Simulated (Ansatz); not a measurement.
# Ge2H4S2: the cost of one run

The runs use Ansatz 0.2.0, Gaussian basis; the settings change from run to run.

### Step 1. The relaxed structure

The structure was relaxed beforehand with PBE0-D4 in a triple-zeta def2 set.

SMILES `[S]1[GeH2][S][GeH2]1`, 8 atoms, charge 0, spin multiplicity 1.

Atoms are counted from 1 here; the program's logs count them from 0.

Bond lengths: S1–Ge2 2.232 Å, S1–Ge4 2.232 Å, Ge2–S3 2.232 Å, Ge2–H5 1.537 Å, Ge2–H6 1.537 Å, S3–Ge4 2.232 Å, Ge4–H7 1.537 Å, Ge4–H8 1.537 Å. Angles: Ge2–S1–Ge4 82.5°, S1–Ge2–S3 97.5°, S1–Ge2–H5 112.0°, S1–Ge2–H6 112.0°, S3–Ge2–H5 112.0°, S3–Ge2–H6 112.0°, H5–Ge2–H6 110.9°, Ge2–S3–Ge4 82.5°, S1–Ge4–S3 97.5°, S1–Ge4–H7 112.0°, S1–Ge4–H8 112.0°, S3–Ge4–H7 112.0°, S3–Ge4–H8 112.0°, H7–Ge4–H8 110.9°.

Coordinates:

| atom | x (Å) | y (Å) | z (Å) |
| --- | --- | --- | --- |
| S1 | -0.5278 | -0.4810 | 1.5093 |
| Ge2 | 0.4150 | 1.2974 | 0.5442 |
| S3 | 0.5477 | 0.4680 | -1.5240 |
| Ge4 | -0.3922 | -1.3115 | -0.5583 |
| H5 | 1.8027 | 1.6021 | 1.1317 |
| H6 | -0.4929 | 2.5364 | 0.6100 |
| H7 | 0.5185 | -2.5486 | -0.6224 |
| H8 | -1.7788 | -1.6199 | -1.1464 |

### Step 2. B97M-V/def2-SVPD

Options: atoms shaken by 0.15 Å.

in.yaml

```yaml
crystal:
  periodic: [false, false, false]
  atoms:
    - {symbol: S, position_ang: [-0.433614, -0.700483, 1.550193]}
    - {symbol: Ge, position_ang: [0.514236, 1.236281, 0.458394]}
    - {symbol: S, position_ang: [0.433448, 0.665980, -1.263642]}
    - {symbol: Ge, position_ang: [-0.197521, -1.473075, -0.271788]}
    - {symbol: H, position_ang: [2.020742, 1.780424, 1.076119]}
    - {symbol: H, position_ang: [-0.402600, 2.578304, 0.404319]}
    - {symbol: H, position_ang: [0.702612, -2.159196, -0.468812]}
    - {symbol: H, position_ang: [-1.552964, -1.387009, -1.024038]}
basis:
  gaussian: {orbitals: def2-SVPD}
hamiltonian: {xc: {name: B97M-V}}
output: {forces: true}
```

Launch:

```sh
ansatz run in.yaml --threads 4 --pin off --events-out ev --progress --plain --max-ram 10444MiB
```

What time and memory should one allow on 4 threads of Intel Xeon 6975P-C, shared host?

About 4.4 s, with a peak of 0.37 GiB.
